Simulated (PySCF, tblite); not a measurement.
# BH8O3Si3 radical, a small gas-phase stand-in for a defect centre (Si site with back bonds [SiH3], [SiH3], OB(O)O): EPR parameters

Aim: the EPR parameters of `OB(O)O[Si]([SiH3])[SiH3]`. It is drawn as: dangling bond.

Programs: tblite 0.8.0 and PySCF 2.14.0. All values are calculated, for the isolated system unless a continuum is named. Atoms count from 0, parts from 1.

## Step 1: The system as given

15 atoms, charge 0, multiplicity 2; geometry: distance geometry start.

## Step 2: Relaxing the cluster with GFN2-xTB

The job: settings as JSON, then the geometry in Å.

```
{"job": {"kind": "relax", "xc": "GFN2-xTB", "basis": "xTB"}, "charge": 0, "multiplicity": 2}
Si    -0.392687     0.120881     0.012139
Si    -0.531849     2.313016     0.142595
Si    -2.318018    -0.961953     0.121606
O      0.830393    -0.560806     1.006795
B      1.939723    -0.984262     0.047110
O      1.633763    -2.056085    -0.905903
O      3.167285    -0.263670    -0.024065
H      0.132258     2.859421    -1.028289
H     -1.959535     2.666405     0.170359
H      0.081944     2.826734     1.393723
H     -3.258760    -0.291197     1.027453
H     -2.185760    -2.345560     0.566244
H     -2.918057    -1.026799    -1.232264
H      2.219485    -1.926937    -1.722559
H      3.655090    -0.364596     0.836502
```

Method: GFN2-xTB geometry optimisation, gas phase.

Run with:

```console
$ OMP_NUM_THREADS=1 python cluster_run.py task.json out
```

The driver reads the jobs from task.json and runs them one after another.

Output:

```text
step      E/eV     max force
  0    -619.36848    3.681
  1    -619.94013    2.865
  2    -620.28043    1.652
  3    -620.34219    0.646
  4    -620.39697    0.592
  5    -620.54093    1.752
  6    -620.63343    1.514
  7    -620.74450    0.956
  8    -620.81551    0.868
  9    -620.87912    0.954
 10    -620.92827    0.693
 11    -620.96641    0.510
 12    -620.99945    0.497
 13    -621.01673    0.460
 14    -621.03938    0.544
 15    -621.05739    0.502
 16    -621.07429    0.295
 17    -621.08119    0.282
 18    -621.08686    0.194
 19    -621.09203    0.207
 20    -621.10336    0.310
 21    -621.11252    0.267
 22    -621.12398    0.235
 23    -621.13399    0.307
 24    -621.14614    0.333
 25    -621.15972    0.290
 26    -621.17287    0.316
 27    -621.18121    0.194
 28    -621.18637    0.192
 29    -621.19181    0.207
 30    -621.19889    0.255
 31    -621.20643    0.258
 32    -621.21282    0.220
 33    -621.21658    0.276
 34    -621.22078    0.185
 35    -621.22498    0.166
 36    -621.23002    0.132
 37    -621.23202    0.138
 38    -621.23648    0.182
 39    -621.24187    0.255
 40    -621.24870    0.227
 41    -621.25360    0.203
 42    -621.25706    0.140
 43    -621.26021    0.153
 44    -621.26357    0.146
 45    -621.26598    0.128
 46    -621.26760    0.111
 47    -621.26929    0.128
 48    -621.27122    0.147
 49    -621.27319    0.100
 50    -621.27444    0.067
 51    -621.27501    0.064
 52    -621.27557    0.053
 53    -621.27603    0.046
 54    -621.27638    0.046
 55    -621.27672    0.046
 56    -621.27718    0.055
 57    -621.27783    0.062
 58    -621.27856    0.062
 59    -621.27917    0.059
 60    -621.27962    0.056
 61    -621.28009    0.055
 62    -621.28064    0.057
 63    -621.28118    0.062
 64    -621.28167    0.070
 65    -621.28217    0.061
 66    -621.28285    0.077
 67    -621.28386    0.104
 68    -621.28510    0.105
 69    -621.28622    0.085
 70    -621.28698    0.073
 71    -621.28758    0.083
 72    -621.28823    0.082
 73    -621.28920    0.074
 74    -621.29049    0.097
 75    -621.29146    0.098
 76    -621.29239    0.070
 77    -621.29296    0.052
 78    -621.29346    0.065
 79    -621.29408    0.078
 80    -621.29499    0.093
 81    -621.29610    0.091
 82    -621.29724    0.093
 83    -621.29838    0.134
 84    -621.29967    0.096
 85    -621.30078    0.090
 86    -621.30186    0.073
 87    -621.30250    0.054
 88    -621.30295    0.053
 89    -621.30332    0.047
 90    -621.30364    0.036
 91    -621.30388    0.035
 92    -621.30411    0.036
 93    -621.30434    0.039
 94    -621.30455    0.036
 95    -621.30476    0.039
 96    -621.30498    0.035
 97    -621.30521    0.036
 98    -621.30545    0.046
 99    -621.30568    0.039
100    -621.30593    0.051
101    -621.30621    0.054
102    -621.30651    0.058
103    -621.30678    0.057
104    -621.30704    0.048
105    -621.30727    0.051
106    -621.30749    0.043
107    -621.30765    0.039
108    -621.30784    0.038
109    -621.30809    0.048
110    -621.30842    0.047
111    -621.30874    0.048
112    -621.30902    0.049
113    -621.30929    0.041
114    -621.30966    0.055
115    -621.31018    0.055
116    -621.31083    0.072
117    -621.31149    0.071
118    -621.31222    0.064
119    -621.31330    0.090
120    -621.31515    0.180
121    -621.31655    0.229
122    -621.31970    0.158
123    -621.32246    0.123
124    -621.32577    0.118
125    -621.32775    0.145
126    -621.33179    0.138
127    -621.33301    0.279
128    -621.33623    0.194
129    -621.33631    0.276
130    -621.33978    0.096
131    -621.34147    0.096
132    -621.34348    0.105
133    -621.34674    0.132
134    -621.34791    0.147
135    -621.34940    0.126
136    -621.35136    0.133
137    -621.35262    0.102
138    -621.35347    0.082
139    -621.35438    0.070
140    -621.35507    0.071
141    -621.35559    0.058
142    -621.35609    0.069
143    -621.35674    0.072
144    -621.35729    0.061
145    -621.35772    0.053
146    -621.35805    0.053
147    -621.35825    0.080
148    -621.35860    0.057
149    -621.35887    0.053
150    -621.35930    0.046
151    -621.35959    0.045
152    -621.35998    0.058
153    -621.36034    0.065
154    -621.36084    0.078
155    -621.36133    0.076
156    -621.36219    0.070
157    -621.36350    0.079
158    -621.36426    0.072
159    -621.36525    0.092
160    -621.36606    0.094
161    -621.36667    0.098
162    -621.36782    0.107
163    -621.36896    0.079
164    -621.37066    0.081
165    -621.37132    0.070
166    -621.37195    0.049
167    -621.37236    0.040
168    -621.37279    0.056
169    -621.37327    0.060
170    -621.37383    0.061
171    -621.37433    0.048
172    -621.37481    0.044
173    -621.37514    0.034
174    -621.37537    0.036
175    -621.37562    0.035
176    -621.37590    0.037
177    -621.37617    0.040
178    -621.37642    0.030
179    -621.37664    0.031
180    -621.37683    0.033
181    -621.37696    0.036
182    -621.37703    0.026
183    -621.37709    0.022
184    -621.37714    0.019
185    -621.37720    0.023
186    -621.37727    0.022
187    -621.37735    0.015
188    -621.37742    0.017
189    -621.37749    0.020
190    -621.37755    0.016
191    -621.37760    0.012
192    -621.37763    0.016
193    -621.37767    0.023
194    -621.37772    0.028
195    -621.37778    0.029
196    -621.37788    0.029
197    -621.37801    0.031
198    -621.37815    0.031
199    -621.37825    0.026
200    -621.37832    0.021
201    -621.37832    0.021
202    -621.37877    0.004
```

Run time: 6.5 s. Hardware: 1 thread of Arm Neoverse V1, shared host.

Step by step:

| step | energy from step 0 (eV) | largest force (eV/Å) |
| --- | --- | --- |
| 0 | 0.0000 | 3.6808 |
| 8 | -1.4470 | 0.8687 |
| 16 | -1.7058 | 0.2956 |
| 24 | -1.7777 | 0.3325 |
| 32 | -1.8443 | 0.2205 |
| 40 | -1.8802 | 0.2266 |
| 48 | -1.9027 | 0.1472 |
| 56 | -1.9087 | 0.0546 |
| 64 | -1.9132 | 0.0700 |
| 72 | -1.9198 | 0.0823 |
| 80 | -1.9265 | 0.0932 |
| 88 | -1.9345 | 0.0532 |
| 96 | -1.9365 | 0.0348 |
| 104 | -1.9386 | 0.0481 |
| 112 | -1.9405 | 0.0488 |
| 120 | -1.9467 | 0.1801 |
| 128 | -1.9678 | 0.1939 |
| 136 | -1.9829 | 0.1328 |
| 144 | -1.9888 | 0.0610 |
| 152 | -1.9915 | 0.0577 |
| 160 | -1.9976 | 0.0940 |
| 168 | -2.0043 | 0.0564 |
| 176 | -2.0074 | 0.0372 |
| 184 | -2.0087 | 0.0193 |
| 192 | -2.0091 | 0.0156 |
| 200 | -2.0098 | 0.0214 |
| 202 | -2.0103 | 0.0045 |

Distances of close pairs at the start and the end, largest changes first:

```
   bond  before (Å)  after (Å)  change (Å)
  O3–B4       1.527      1.333      -0.194
Si0–Si1       2.200      2.305      +0.105
  B4–O5       1.467      1.366      -0.101
Si0–Si2       2.212      2.308      +0.096
  B4–O6       1.425      1.363      -0.062
 O5–H13       1.013      0.956      -0.057
 Si0–O3       1.718      1.668      -0.050
 O6–H14       0.994      0.956      -0.038
```

## Step 3: Optimising the geometry at PBE0-D3(BJ)/def2-SVP

The job: settings as JSON, then the geometry in Å.

```
{"job": {"xc": "PBE0", "basis": "def2-SVP", "d3": "d3bj", "grid": 2, "kind": "geom", "shake": 0.01}, "charge": 0, "multiplicity": 2}
Si    -0.556273     0.619726    -0.551769
Si    -0.513454     2.710033     0.455126
Si    -1.880582    -1.235525    -0.177987
O      1.066993     0.244790    -0.396902
B      1.625253    -0.949647    -0.269332
O      0.849834    -2.057932    -0.151046
O      2.992771    -1.082559    -0.214184
H      0.354001     3.677693    -0.282424
H     -1.877482     3.255144     0.431639
H     -0.080811     2.893753     1.870048
H     -3.262072    -0.744847    -0.125236
H     -1.710039    -2.031156     1.065588
H     -1.818785    -2.175866    -1.297256
H      1.330252    -2.873762    -0.044722
H      3.469469    -0.275215    -0.296872
```

Output:

```text
step   0  E = -1122.86182736  max force = 0.035969
step   1  E = -1122.87066172  max force = 0.009323
step   2  E = -1122.87220513  max force = 0.005613
step   3  E = -1122.87269223  max force = 0.002354
step   4  E = -1122.87286690  max force = 0.001909
step   5  E = -1122.87304331  max force = 0.002855
step   6  E = -1122.87313442  max force = 0.000482
step   7  E = -1122.87313817  max force = 0.000196
optimisation converged
```

It took 3.4 min on 1 thread of Arm Neoverse V1, shared host; peak memory 0.77 GiB.

The steps of the relaxation:

| step | energy from step 0 (eV) | largest force component (eV/Å) |
| --- | --- | --- |
| 0 | 0.0000 | 1.8496 |
| 1 | -0.2404 | 0.4794 |
| 2 | -0.2824 | 0.2886 |
| 3 | -0.2956 | 0.1210 |
| 4 | -0.3004 | 0.0982 |
| 5 | -0.3052 | 0.1468 |
| 6 | -0.3077 | 0.0248 |
| 7 | -0.3078 | 0.0101 |

Close pairs (by a distance rule), those that changed most:

```csv
bond,before (Å),after (Å),change (Å)
O3–B4,1.325,1.367,+0.043
Si0–Si2,2.310,2.345,+0.035
Si2–H10,1.467,1.500,+0.033
Si2–H12,1.463,1.492,+0.028
Si1–H8,1.469,1.496,+0.027
O6–H14,0.941,0.962,+0.021
Si0–Si1,2.321,2.339,+0.018
Si0–O3,1.673,1.691,+0.018
```

The next job starts from the end point, and lists it.

```csv
at the end point,value
point group (found at 0.08 Å tolerance),C1
"rotational constants (GHz, main isotopes)","1.709, 0.943, 0.640"
dipole moment (D),1.45
⟨S²⟩,0.754
```

## Step 4: EPR parameters: B3LYP/IGLO-III+pcH-1

The job: settings as JSON, then the geometry in Å.

```
{"job": {"kind": "epr"}, "charge": 0, "multiplicity": 2}
Si    -0.386233     0.637858    -0.669837
Si    -0.690976     2.673051     0.441817
Si    -1.910467    -1.049721    -0.095920
O      1.232998     0.195121    -0.463257
B      1.783808    -1.049415    -0.330506
O      0.964839    -2.139720    -0.302844
O      3.131218    -1.207755    -0.219120
H      0.206781     3.721015    -0.134106
H     -2.113715     3.095521     0.256028
H     -0.407545     2.566078     1.909647
H     -3.251352    -0.377881    -0.089887
H     -1.666508    -1.617833     1.266336
H     -1.939860    -2.146469    -1.106354
H      1.448723    -2.964012    -0.193753
H      3.587410    -0.361122    -0.253574
```

Method: UKS B3LYP, IGLO-III on B O Si, pcH-1 on H, non-relativistic, mean-field spin-orbit, GIAO.

Output:

```text
UKS, coarse grid
  cycle   1  E = -1123.93665119  |g| = 8.55e-01
  cycle   2  E = -1123.41004735  |g| = 1.45e+00
  cycle   3  E = -1124.17038103  |g| = 1.64e-01
  cycle   4  E = -1124.17806308  |g| = 9.83e-02
  cycle   5  E = -1124.18125742  |g| = 1.34e-02
  cycle   6  E = -1124.18133665  |g| = 3.78e-03
  cycle   7  E = -1124.18134646  |g| = 9.48e-04
UKS, final grid
  cycle   1  E = -1124.18132763  |g| = 1.07e-03
  cycle   2  E = -1124.18132717  |g| = 1.63e-03
  cycle   3  E = -1124.18132812  |g| = 1.91e-04
  cycle   4  E = -1124.18132813  |g| = 4.01e-05
  cycle   5  E = -1124.18132814  |g| = 1.83e-05
E = -1124.18132814 Eh   <S^2> = 0.7531 (exact 0.7500)
g shifts (ppm)      1          2          3
  rmc          -144       -144       -144
  gc             47         13         58
  oz_so        -819       -144       4392
  total        -916       -275       4306
hyperfine (MHz)  atom isotope    a_iso     a_fc   dipolar eigenvalues
    0  29Si    -411.62    -412.81   -149.41     73.56     75.85
    1  29Si     -42.16     -42.23    -11.19      4.12      7.07
    2  29Si     -38.58     -38.65    -11.16      4.30      6.87
    3   17O     -18.32     -18.23    -20.75     10.03     10.73
    4   11B       0.19       0.19     -1.60     -0.00      1.60
    5   17O       0.46       0.46     -0.37      0.02      0.35
    6   17O      -0.34      -0.35     -1.37      0.55      0.82
    7    1H       0.52       0.53     -2.36     -1.13      3.48
    8    1H      -3.54      -3.54     -2.47     -1.21      3.68
    9    1H      64.36      64.36     -2.35     -0.30      2.65
   10    1H      -1.25      -1.25     -2.42     -1.27      3.69
   11    1H      59.79      59.78     -2.28     -0.30      2.59
   12    1H       3.25       3.25     -2.30     -1.16      3.46
   13    1H      -0.25      -0.25     -0.89     -0.82      1.70
   14    1H      -0.20      -0.19     -1.12     -0.71      1.84
```

It took 2.7 min on 1 thread of Arm Neoverse V1, shared host; peak memory 1.4 GiB.

Principal g values 2.00140, 2.00204, 2.00663; g(iso) = 2.00336, against 2.00232 for a free electron.

Hyperfine couplings, nucleus by nucleus at this fixed geometry (no averaging over rotations):

```csv
nuclei,isotope,a(iso) (MHz),"a(iso) (G, at g = 2.0023)",largest dipolar term (MHz)
Si0,29Si,-411.6,-146.9,-149.4
H9,1H,64.4,23.0,2.6
H11,1H,59.8,21.3,2.6
Si1,29Si,-42.2,-15.0,-11.2
Si2,29Si,-38.6,-13.8,-11.2
O3,17O,-18.3,-6.5,-20.8
H8,1H,-3.5,-1.3,3.7
H12,1H,3.2,1.2,3.5
H10,1H,-1.2,-0.4,3.7
H7,1H,0.5,0.2,3.5
O5,17O,0.5,0.2,-0.4
O6,17O,-0.3,-0.1,-1.4
H13,1H,-0.2,-0.1,1.7
H14,1H,-0.2,-0.1,1.8
```

Mulliken spin populations:

Si0 0.86; Si1 0.02; Si2 0.02; O3 0.02; B4 0.01; O5 0.00; O6 0.00; H7 0.00; H8 0.00; H9 0.03; H10 0.00; H11 0.03; H12 0.00; H13 0.00; H14 0.00

In first order the couplings over 0.8 MHz of 1H give 32 distinct lines over 47.2 G.

The fields below are evaluated on a grid from the run's orbitals.

ELF in a plane through or near 8 of the atoms.

Ten even steps from ' ' (0.00) to '@' (1.00):
```
                                                        
                                                        
                                                        
              ..==--                --++++::            
              **%%%%==            --%%@@@@##--          
        ..--==%%@@@@::  ::::      --%%@@@@%%--          
        --##%%::****....##**::  ..--++**##++..          
        --**%%++%%##::**%%%%==  **==::%%::--==::..      
          ..::----**::####%%++--@@%%::##--@@@@@@##      
              --####--::++==::..%%@@**--%%@@@@@@@@..    
          ==####******..  ::----****++--%%@@@@@@@@      
        ::##@@@@++++%%--  ##@@@@**::    ::@@@@@@++      
          --++==**%%**  ::==--++++::        ....        
                ....    ::..##++++%%%%==                
                      ==**..++..@@@@@@@@##              
                    ::**##++::++@@@@@@@@%%              
                    ..====--..::%%@@@@@@--              
                        ..      ::++==..                
                                                        
                                                        
```
The map spans 12.7 Å across and 11.0 Å up, centred on the molecule. Atoms in the plane (x, y in Å): Si1 (2.6, 1.1), Si2 (0.3, -2.2), B4 (-1.9, 0.8), O5 (-2.3, -0.5), O6 (-2.9, 1.7), H10 (1.7, -2.8), H13 (-3.2, -0.7), H14 (-2.5, 2.6).

On the surface of density 0.002 e/bohr³ the electrostatic potential runs, from the 1st to the 99th percentile, from -0.82 V near O6 to 2.38 V near H14.

The spin density lies nearest to Si0 68 %; O3 7 %.

## Step 5: g tensor and hyperfine couplings: BHandHLYP/IGLO-III+pcH-1

Same as in step 4 but for these lines:

```diff
@@ -1,2 +1,2 @@
-{"job": {"kind": "epr"}, "charge": 0, "multiplicity": 2}
+{"job": {"kind": "epr", "xc": "BHandHLYP"}, "charge": 0, "multiplicity": 2}
 Si    -0.386233     0.637858    -0.669837
```

Level: UKS BHandHLYP, IGLO-III on B O Si, pcH-1 on H, non-relativistic, mean-field spin-orbit, GIAO.

Output:

```text
UKS, coarse grid
  cycle   1  E = -1123.80081667  |g| = 7.07e-01
  cycle   2  E = -1123.77080200  |g| = 7.96e-01
  cycle   3  E = -1123.98192287  |g| = 6.30e-02
  cycle   4  E = -1123.98311428  |g| = 4.23e-02
  cycle   5  E = -1123.98378246  |g| = 7.57e-03
  cycle   6  E = -1123.98382292  |g| = 1.60e-03
  cycle   7  E = -1123.98382777  |g| = 6.17e-04
UKS, final grid
  cycle   1  E = -1123.98381626  |g| = 3.35e-04
  cycle   2  E = -1123.98381642  |g| = 1.98e-04
  cycle   3  E = -1123.98381646  |g| = 8.71e-05
  cycle   4  E = -1123.98381648  |g| = 5.87e-05
  cycle   5  E = -1123.98381648  |g| = 6.18e-06
E = -1123.98381648 Eh   <S^2> = 0.7548 (exact 0.7500)
g shifts (ppm)      1          2          3
  rmc          -145       -145       -145
  gc             48         12         57
  oz_so        -962       -163       4099
  total       -1059       -296       4012
hyperfine (MHz)  atom isotope    a_iso     a_fc   dipolar eigenvalues
    0  29Si    -447.94    -449.14   -154.00     75.98     78.02
    1  29Si     -41.58     -41.65    -11.40      3.65      7.75
    2  29Si     -38.77     -38.83    -11.40      3.92      7.48
    3   17O     -22.93     -22.85    -19.93      9.52     10.41
    4   11B      -0.12      -0.12     -1.41     -0.16      1.57
    5   17O       0.58       0.58     -0.44      0.10      0.34
    6   17O      -0.42      -0.43     -1.02      0.38      0.64
    7    1H      -0.89      -0.89     -2.36     -1.16      3.52
    8    1H      -3.75      -3.75     -2.46     -1.24      3.70
    9    1H      62.67      62.67     -2.25     -0.34      2.59
   10    1H      -1.39      -1.39     -2.41     -1.32      3.72
   11    1H      58.11      58.10     -2.19     -0.35      2.54
   12    1H       1.54       1.54     -2.31     -1.19      3.50
   13    1H      -0.21      -0.22     -0.86     -0.79      1.65
   14    1H      -0.17      -0.17     -1.09     -0.78      1.88
```

Wall time 2.8 min (1 thread of Arm Neoverse V1, shared host); peak memory 1.5 GiB.

In short: g(iso) 2.00320.

## Step 6: Run by run: EPR parameters

g, ⟨S²⟩ and isotropic hyperfine couplings (MHz), with basis size and wall time:

| run | g(iso) | ⟨S²⟩ | 29Si Si0 | 1H H9 | 1H H11 | 29Si Si1 | 29Si Si2 | functions | time |
| --- | --- | --- | --- | --- | --- | --- | --- | --- | --- |
| B3LYP/IGLO-III+pcH-1 | 2.00336 | 0.753 | -411.6 | 64.4 | 59.8 | -42.2 | -38.6 | 352 | 2.7 min |
| BHandHLYP/IGLO-III+pcH-1 | 2.00320 | 0.755 | -447.9 | 62.7 | 58.1 | -41.6 | -38.8 | 352 | 2.8 min |

## Step 7: Outcome

```
                                                                  quantity                    value
                                                               point group                       C1
                                      rotational constants (main isotopes)     1.71, 0.94, 0.64 GHz
                                                            g(iso) (B3LYP)                  2.00336
                                                                      ⟨S²⟩       0.753 (exact 0.75)
                                                            largest a(iso)  29Si on Si0, -411.6 MHz
potential on the surface of density 0.002 e/bohr³, 1st and 99th percentile       -0.82 V and 2.38 V
```

The start of the PBE0/def2-SVP relaxation was shaken at random by about 0.01 Å, so part of the energy gained, and of the first lengths quoted, undoes that. Over 7 steps the energy fell by 0.308 eV; of the close pairs, O3–B4 changed most, 1.325 to 1.367 Å (PBE0/def2-SVP). Si0 carries the largest spin population, 0.86 e. The isotropic g lies 1.0 ppt above the free-electron value. The coupling of 29Si on Si0 runs from -447.9 (BHandHLYP/IGLO-III+pcH-1) to -411.6 MHz (B3LYP/IGLO-III+pcH-1). A capped cluster stands for the solid here, so long-range fields and strain are missing, and bands or shifts of the capping hydrogens have no counterpart in it.
